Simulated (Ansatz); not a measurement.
# C₄H₈Sn: one species, many methods

Aim: compute C₄H₈Sn with functionals from several rungs and with coupled cluster. The yardstick is the atomisation energy at the CCSD(T) limit.

Method: functionals in def2-TZVPP, the program's frozen cores in correlated methods; program: Ansatz 0.2.0, Gaussian basis.

Levels to be run: PBE-D4, r2SCAN-D4, PBE0-D4, B3LYP-D4, ωB97X-V, ωB97M-V, B2PLYP; CCSD(T)/def2-TZVPP; MP2/def2-QZVPP; extrapolation to the limit.

## (1) The geometry

All runs share one geometry, relaxed beforehand with PBE0-D4 in a triple-zeta def2 set. Sn takes the def2 core potential; no spin-orbit term is included.

SMILES `CC1=C[CH]1[SnH3]`, 13 atoms, charge 0, spin multiplicity 1.

Atoms are counted from 1 here; the program's logs count them from 0.

Bond lengths: C1–C2 1.464 Å, C1–H6 1.091 Å, C1–H7 1.094 Å, C1–H8 1.095 Å, C2–C3 1.288 Å, C2–C4 1.505 Å, C3–C4 1.506 Å, C3–H9 1.076 Å, C4–Sn5 2.148 Å, C4–H10 1.094 Å, Sn5–H11 1.714 Å, Sn5–H12 1.714 Å, Sn5–H13 1.713 Å. Angles: C2–C1–H6 111.7°, C2–C1–H7 110.4°, C2–C1–H8 110.1°, H6–C1–H7 108.9°, H6–C1–H8 108.8°, H7–C1–H8 106.8°, C1–C2–C3 152.7°, C1–C2–C4 142.6°, C3–C2–C4 64.7°, C2–C3–C4 64.7°, C2–C3–H9 150.6°, C4–C3–H9 144.7°, C2–C4–C3 50.6°, C2–C4–Sn5 121.6°, C2–C4–H10 117.6°, C3–C4–Sn5 121.9°, C3–C4–H10 117.8°, Sn5–C4–H10 113.4° and more.

## (2) PBE-D4 (GGA)

Contents of in.yaml:

```yaml
crystal:
  periodic: [false, false, false]
  atoms:
    - {symbol: C, position_ang: [-1.730970, 1.098497, 0.574868]}
    - {symbol: C, position_ang: [-0.295331, 0.810779, 0.573490]}
    - {symbol: C, position_ang: [0.848272, 0.692134, 1.153135]}
    - {symbol: C, position_ang: [0.833374, 0.364781, -0.316321]}
    - {symbol: Sn, position_ang: [0.972077, -1.656337, -1.030910]}
    - {symbol: H, position_ang: [-2.085641, 1.375540, 1.568635]}
    - {symbol: H, position_ang: [-1.958158, 1.910636, -0.121954]}
    - {symbol: H, position_ang: [-2.289757, 0.221895, 0.231824]}
    - {symbol: H, position_ang: [1.460587, 0.738405, 2.037300]}
    - {symbol: H, position_ang: [1.255315, 1.100303, -1.007504]}
    - {symbol: H, position_ang: [0.340946, -1.822347, -2.616240]}
    - {symbol: H, position_ang: [0.075303, -2.661960, 0.028336]}
    - {symbol: H, position_ang: [2.594387, -2.207026, -1.059860]}
basis:
  gaussian: {orbitals: def2-TZVPP}
hamiltonian: {xc: pbe, dispersion: d4}
output: {forces: true, orbitals: {seedname: orbitals}}
```

Started as:

```console
> ansatz run in.yaml --threads 2 --pin off --events-out ev --progress --plain --max-ram 22528MiB --backend cuda --devices 0, --max-vram 18GiB
```

After this run come: r2SCAN-D4 (meta-GGA); PBE0-D4 (hybrid); B3LYP-D4 (hybrid); ωB97X-V (range-separated); ωB97M-V (range-separated); B2PLYP (double hybrid); CCSD(T) in def2-TZVPP; MP2 in def2-QZVPP.

**Question.** What will the summary of the whole plan be? Wanted: atomisation energy, CCSD(T)/CBS; farthest; mean size of error, hybrid; mean size of error, range-separated; gap, smallest and largest; T1 diagnostic; triples share of the correlation energy.

The runs gave:

| quantity | value |
| --- | --- |
| atomisation energy, CCSD(T)/CBS | 48.747 eV |
| functionals within 0.487 eV (1.0 %) | r2SCAN-D4, PBE0-D4, B3LYP-D4, ωB97X-V, ωB97M-V |
| farthest | PBE-D4 (+1.070 eV) |
| mean size of error, hybrid | 0.214 eV |
| mean size of error, range-separated | 0.099 eV |
| gap, smallest and largest | 4.38 eV (PBE-D4), 10.74 eV (ωB97X-V) |
| T1 diagnostic | 0.0119 |
| triples share of the correlation energy | 4.0 % |

**Reading.** PBE-D4 misses by +1.070 eV. Double hybrids carry the basis error of their MP2 part in triple zeta, and no dispersion term here, so their miss is partly the set-up's. The reference freezes the cores and leaves out spin-orbit coupling and excitations past (T), and its outer-core shells are covered unevenly, so misses under about 0.487 eV can't be ranked. All levels share the lack of spin-orbit coupling, which lowers the free heavy atoms and so the true binding. Hartree-Fock recovers 73 % of the binding; the rest is correlation. The gap grows from 4.4 to 10.7 eV across the functionals, mostly with the share of exact exchange. Correlated methods include outer-core shells of Sn, which these sets cover unevenly.
